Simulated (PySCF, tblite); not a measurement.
**C8H11O2P: geometry, infrared bands and NMR shifts**

Aim: predict the infrared bands and NMR shifts of C8H11O2P (`CC(C)(C)c1occ(C=O)p1`).

The runs use tblite 0.8.0 and PySCF 2.14.0, with density-fitted response routines of our own; the level of theory stands in each step. All values are computed, except where a source is named. Atoms are numbered from 0 throughout.

**1. The starting structure**

22 atoms, charge 0, multiplicity 1; geometry from: force field or distance geometry start.

Bonds of the start (Å): C0–C1 1.50, C1–C2 1.49, C1–C3 1.53, C1–C4 1.49, C4–O5 1.28, O5–C6 1.27, C6–C7 1.37, C7–C8 1.45, C8–O9 1.27, C7–P10 1.88, P10–C4 1.92, C0–H11 1.10, C0–H12 1.13, C0–H13 1.12, C2–H14 1.12, C2–H15 1.10, C2–H16 1.13, C3–H17 1.14, C3–H18 1.11, C3–H19 1.10, C6–H20 1.12, C8–H21 1.07.

**2. Relaxing the molecule with GFN2-xTB**

Job settings and geometry (Å):

```
{"job": {"kind": "relax", "xc": "GFN2-xTB", "basis": "xTB"}, "charge": 0, "multiplicity": 1}
C     -1.962500     0.982300     0.848100
C     -1.341900    -0.049500    -0.053100
C     -1.725200     0.075500    -1.488600
C     -1.745600    -1.409500     0.511600
C      0.147700    -0.009800     0.025900
O      0.890900     0.692200    -0.736200
C      2.154500     0.723700    -0.672100
C      2.805400    -0.037900     0.267200
C      4.233800    -0.144400     0.488400
O      5.053700     0.523200    -0.212900
P      1.397500    -0.916600     1.160800
H     -1.861100     2.006300     0.452300
H     -1.438000     0.923300     1.844700
H     -3.055400     0.813200     1.010900
H     -1.245200     1.007700    -1.875800
H     -1.337700    -0.769000    -2.073800
H     -2.847900     0.163500    -1.604100
H     -1.430800    -1.352600     1.602900
H     -2.850400    -1.530800     0.505700
H     -1.181400    -2.243700     0.080700
H      2.762000     1.367300    -1.356400
H      4.567400    -0.795000     1.273100
```

Started as:

```sh
$ OMP_NUM_THREADS=1 python probes_run.py task.json out
```

The driver reads the jobs from task.json and runs them one after another.

**Question.** This job is followed by: GFN2-xTB harmonic vibrations, gas phase; GIAO PBE0/pcSseg-1 NMR shielding, non-relativistic, gas phase. What will the session give for the following? strongest single infrared mode (GFN2-xTB); zero-point energy (GFN2-xTB); ¹³C shifts against TMS (PBE0/pcSseg-1, means over atoms taken as alike); ¹H shifts against TMS (PBE0/pcSseg-1, means over atoms taken as alike); ¹⁷O shifts against H2O (PBE0/pcSseg-1); ³¹P shifts against H3PO4 (PBE0/pcSseg-1).

**Answer**, as computed:

| quantity | value |
| --- | --- |
| strongest single infrared mode (GFN2-xTB) | 1738 cm⁻¹, 453 km/mol |
| zero-point energy (GFN2-xTB) | 108.2 kcal/mol |
| ¹³C shifts against TMS (PBE0/pcSseg-1, means over atoms taken as alike) | 223.0, 190.7, 157.8, 149.4, 40.5, 31.4 ppm |
| ¹H shifts against TMS (PBE0/pcSseg-1, means over atoms taken as alike) | 10.32, 8.91, 1.48 ppm |
| ¹⁷O shifts against H2O (PBE0/pcSseg-1) | 653.2, 352.2 ppm |
| ³¹P shifts against H3PO4 (PBE0/pcSseg-1) | 114.1 ppm |

What this shows: Relaxing lowered the energy by 1.473 eV in 126 steps; the close pair that moved most is C4–P10, from 1.916 to 1.718 Å. All 60 modes are real, so the xTB geometry is a minimum. The strongest single mode, at 1738 cm⁻¹, moves mainly C8 and O9. Unscaled tight-binding wavenumbers are off by several per cent, some by more. Its intensities can rank the bands wrongly. H21 (hydrogen on an aldehyde carbonyl carbon) lies farthest downfield among hydrogen, at 10.32 ppm; the C=O anisotropy and electron withdrawal place aldehyde protons far downfield. At PBE0/pcSseg-1: Shielding is most anisotropic at O9 (span 1295 ppm, paramagnetic term -713 ppm). NICS(1)zz of -22 ppm above the planar ring from C4 marks a diatropic (aromatic) ring current.
